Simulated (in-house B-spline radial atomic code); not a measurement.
# Te³⁺: ionisation energy by several methods

An exercise on one series of results from a longer session: the logs are not shown, and one member is left open.

Method: non-relativistic, several functionals, spin-polarised, exact exchange averaged over the configuration; spherical all-electron atom at the radial basis limit. Code: in-house B-spline radial atomic code version 1.

### The system

* element: tellurium (Z = 52)
* charge: +3
* electrons: 49
* configuration: [Kr] 4d10 5s2 5p1
* nucleus: point

The outer shells:

[Kr] 4d10 5s2 5p1
```
[Kr] core
4d [↑↓][↑↓][↑↓][↑↓][↑↓]
5s [↑↓]
5p [↑ ][  ][  ]
```

Where spins are not typed, each open shell is filled with up spins first.

The first run:

The run's settings:

```ini
Z = 52
electrons = 49.0
configuration = [Kr] 4d10 5s2 5p1
hamiltonian = nr
method = lc_wpbe
spin_polarised = True
exact_exchange = averaged over the configuration
```

Launch:

```console
python run_scf.py task.json out
```

task.json lists these runs, among others, and the program works through them in turn.

Among the steps run: LC-ωPBE, a range-separated hybrid; M06-2X, a global hybrid; ωB97X, a range-separated hybrid; B97-1, a global hybrid; r2SCAN0, a global hybrid.

One of the session's tables, all rows but one given; the rest of the session is left out.

| method | ΔSCF (eV) |
| --- | --- |
| M06-2X | ? |
| B97-1 | 36.418 |
| r2SCAN0 | 36.556 |
| LC-ωPBE | 36.752 |
| ωB97X | 36.575 |

**Question.** Estimate the row for M06-2X.

**Answer.** ΔSCF (eV): 36.302. In the column «ΔSCF (eV)» it is the lowest.

Caveats from the session: These runs leave out relativity, which matters at this nuclear charge.
